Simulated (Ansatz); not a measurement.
A nudged elastic band was laid between two geometries of a periodic cell of 17 atoms, Si (host Si, host structure diamond, interstitial Si).

Computed with Ansatz 0.2.0, DFT PBE, scalar-relativistic, plane waves, PAW. Settings: PAW set soft_1, cutoff 420 eV, k mesh 2x2x2, fermi-dirac smearing 0.05 eV, no spin polarisation.

```
movable images  : 3
climbing image  : yes
spring          : 5.0 eV/Å²
optimiser       : quadratic models (default)
start path      : IDPP
force threshold : 0.05 eV/Å
iteration limit : 80
end points      : relaxed
```

First end point:

```xyz
17
Lattice="0.0000 5.4300 5.4300 5.4300 0.0000 5.4300 5.4300 5.4300 0.0000" Properties=species:S:1:pos:R:3
Si -0.001 -0.002 -0.035
Si 1.382 1.379 1.332
Si 2.718 2.709 -0.004
Si 4.048 4.045 1.331
Si 2.749 -0.002 2.714
Si 4.067 1.361 4.077
Si 5.430 2.678 2.714
Si 6.812 4.045 4.096
Si 0.001 2.747 2.713
Si 1.362 4.066 4.076
Si 2.682 5.427 2.712
Si 4.052 6.806 4.092
Si 2.715 2.714 5.430
Si 4.068 4.066 6.782
Si 5.431 5.427 5.462
Si 6.793 6.790 6.781
Si 5.433 5.424 2.711
```

Last end point:

```xyz
17
Lattice="0.0000 5.4300 5.4300 5.4300 0.0000 5.4300 5.4300 5.4300 0.0000" Properties=species:S:1:pos:R:3
Si 0.006 0.003 0.004
Si 1.358 1.357 1.357
Si 2.711 2.709 0.004
Si 4.075 4.070 1.323
Si 2.711 0.004 2.709
Si 4.074 1.321 4.071
Si 5.457 2.687 2.689
Si 6.822 4.070 4.071
Si 0.005 2.710 2.710
Si 1.325 4.071 4.073
Si 2.694 5.450 2.692
Si 4.074 6.820 4.072
Si 2.692 2.688 5.454
Si 4.073 4.071 6.820
Si 5.454 5.452 5.453
Si 6.790 6.783 6.787
Si 4.075 4.068 4.072
```

**Question.** Which bonds break or form, and what moves?

**Answer.** Contacts lost: Si2–Si17. Contacts made: Si13–Si17. The atom that moves furthest is Si17, by 2.35 Å.

**Question.** Give the energies along the band, and the barrier.

**Answer.** It converged. The highest image is number 2 of 0 to 4, 0.31 eV above the ends, which have the same energy within 2 meV. By the program's own check the climbing image is a first-order saddle point (lowest curvatures found: -0.30 and 0.65 eV/Å²). Limits of this set-up: coarse k mesh.

```csv
image,path coordinate (Å),energy (eV),Si2–Si17 (Å),Si13–Si17 (Å)
0,0.00,0.00,2.39,4.70
1,0.72,0.18,2.52,4.06
2,1.43,0.31,3.10,3.23
3,2.20,0.21,4.00,2.54
4,2.98,0.00,4.70,2.39
```

**Question.** What is the geometry of the highest image?

**Answer.** 
```xyz
17
Lattice="0.0000 5.4300 5.4300 5.4300 0.0000 5.4300 5.4300 5.4300 0.0000" Properties=species:S:1:pos:R:3
Si -0.060 -0.066 -0.025
Si 1.144 1.137 1.572
Si 2.511 2.510 0.203
Si 3.983 3.982 1.247
Si 2.741 -0.066 2.775
Si 4.134 1.339 4.012
Si 5.514 2.614 2.630
Si 6.897 3.983 4.161
Si -0.060 2.734 2.775
Si 1.345 4.128 4.012
Si 2.615 5.513 2.630
Si 3.983 6.895 4.161
Si 2.916 2.909 5.230
Si 4.134 4.128 6.801
Si 5.514 5.513 5.530
Si 6.977 6.975 6.598
Si 4.782 4.778 3.363
```

The run took 12 min on 1 thread of Arm Neoverse V1, on a shared host, peak memory 0.72 GiB.
